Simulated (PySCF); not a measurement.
# C6H8BrFO: the cost of one run

Computed with PySCF 2.14.0 and routines of our own; the level stands in each step. Atoms count from 0.

## (1) The starting structure

17 atoms, charge 0, multiplicity 1; geometry from: GFN2-xTB.

## (2) Optimising the geometry at PBE/6-31G*

The job: settings as JSON, then the geometry in Å.

```
{"job": {"xc": "PBE", "basis": "6-31G*", "grid": 1, "kind": "geom"}, "charge": 0, "multiplicity": 1}
C     -0.920879     1.560147     0.732192
C     -0.371430     0.525839    -0.227226
C     -1.214496    -0.736418    -0.481274
F     -1.737425    -0.828071    -1.743286
C      0.009607    -1.622037    -0.223939
C      0.768839    -0.392688     0.305135
C      2.090171    -0.127290    -0.303881
O      2.691556    -0.719542    -1.126200
Br     2.848969     1.562770     0.399609
H     -1.220794     1.095910     1.669374
H     -1.787855     2.048231     0.293577
H     -0.168749     2.316726     0.942736
H     -0.097840     0.991434    -1.176370
H     -2.045662    -0.876058     0.215023
H     -0.125993    -2.442510     0.474993
H      0.432060    -2.001006    -1.152597
H      0.842924    -0.343407     1.392224
```

Run with:

```
> OMP_NUM_THREADS=4 python excited_run.py task.json out
```

This one command runs all jobs of the session in turn.

**Question.** How long does this first job take on 4 threads of Intel Xeon 6975P-C, shared host, and how much memory does it need?

About 59 s, with a peak of 1.1 GiB.
